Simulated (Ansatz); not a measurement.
# CHGeP (singlet): from Hartree-Fock to the top rungs, cc-pVTZ

One table from this session's results is given with a row withheld; the runs are named, their logs left out.

Program: Ansatz 0.2.0, Gaussian basis. Level of theory: cc-pVTZ, core rule «outside noble gas», up to 20 orbitals frozen. These are calculated values, not measurements.

To be run: UHF; CCSD(T) on RHF; CCSD(T) on UHF; BCCD(T) on RHF; CCSDT(Q) on RHF; CCSDT(Q) on UHF.

6 further runs of the same task are left out: 6 set aside as unsound or not needed. Runs told in other sessions of the task aren't counted.

## The system

The geometry is a PBE0/def2-TZVP stationary point (not a proven minimum) of the parent state, kept for this charge and spin. No spin-orbit coupling is included. The filled d shell of Ge may be among the frozen orbitals whatever the setting's name suggests.

4 atoms, charge 0, spin multiplicity 1.

Atoms are counted from 1 here; the program's logs count them from 0.

Bond lengths: C1–P2 1.549 Å, C1–H4 1.070 Å, P2–Ge3 2.250 Å. Angles: P2–C1–H4 180.0°, C1–P2–Ge3 180.0°.

The first run:

Input file in.yaml:

```yaml
crystal:
  periodic: [false, false, false]
  atoms:
    - {symbol: C, position_ang: [0.000000, 0.000000, 1.069273]}
    - {symbol: P, position_ang: [0.000000, 0.000000, -0.479383]}
    - {symbol: Ge, position_ang: [0.000000, 0.000000, -2.729648]}
    - {symbol: H, position_ang: [0.000000, 0.000000, 2.139758]}
basis:
  gaussian: {orbitals: cc-pVTZ}
magnetization: {spin_polarized: true, initial_magnetization: 0}
hamiltonian: {xc: hf}
output: {orbitals: {seedname: orbitals}}
```

Command:

```
ansatz run in.yaml --threads 1 --pin off --events-out ev --progress --plain --max-ram 4096MiB --backend cpu
```

Steps of the session up to this table: UHF; CCSD(T) on RHF; CCSD(T) on UHF; BCCD(T) on RHF; CCSDT(Q) on RHF; CCSDT(Q) on UHF.

One of the session's tables, all rows but one given; the rest of the session is left out.

```
   method  from RCCSDT(Q) (kJ/mol)
      RHF                  +1183.8
      UHF                  +1085.6
     RMP2                   +159.2
     UMP2                   +143.1
    RCCSD                    +96.7
    UCCSD                        ?
 RCCSD(T)                    +20.3
 UCCSD(T)                    -24.1
  BCCD(T)                    +19.6
   RCCSDT                    +14.2
   UCCSDT                    -36.4
RCCSDT(Q)                        0
UCCSDT(Q)                    -50.2
```

**Question.** Estimate the row for UCCSD.

**Answer.** from RCCSDT(Q) (kJ/mol): +47.6. In the column «from RCCSDT(Q) (kJ/mol)» it lies between RCCSD(T) (+20.3) and RCCSD (+96.7).

The program flags UCCSD(T), UCCSDT(Q) as in doubt (see the logs), so read those rows with care; the flags are large difference.

Limits of these values: The determinant of HF (⟨S²⟩ 1.23) is far from a pure spin state, so its energy mixes those of several spin states; that is harmless only where they are near-degenerate. The determinant of CCSD(T) (⟨S²⟩ 1.23) is far from a pure spin state, so its energy mixes those of several spin states; high orders of coupled cluster remove much of that, low ones don't. The determinant of CCSDT(Q) (⟨S²⟩ 1.23) is far from a pure spin state, so its energy mixes those of several spin states; high orders of coupled cluster remove much of that, low ones don't. The program flags UCCSD(T), UCCSDT(Q) as in doubt, so read those rows with care; the flags are large difference. Warnings: restricted reference is unstable; spin contamination; large T1 diagnostic. Restricted and unrestricted rows rest on different reference determinants; a gap between their highest levels can come from leftover correlation error, from unlike frozen cores or from another state.
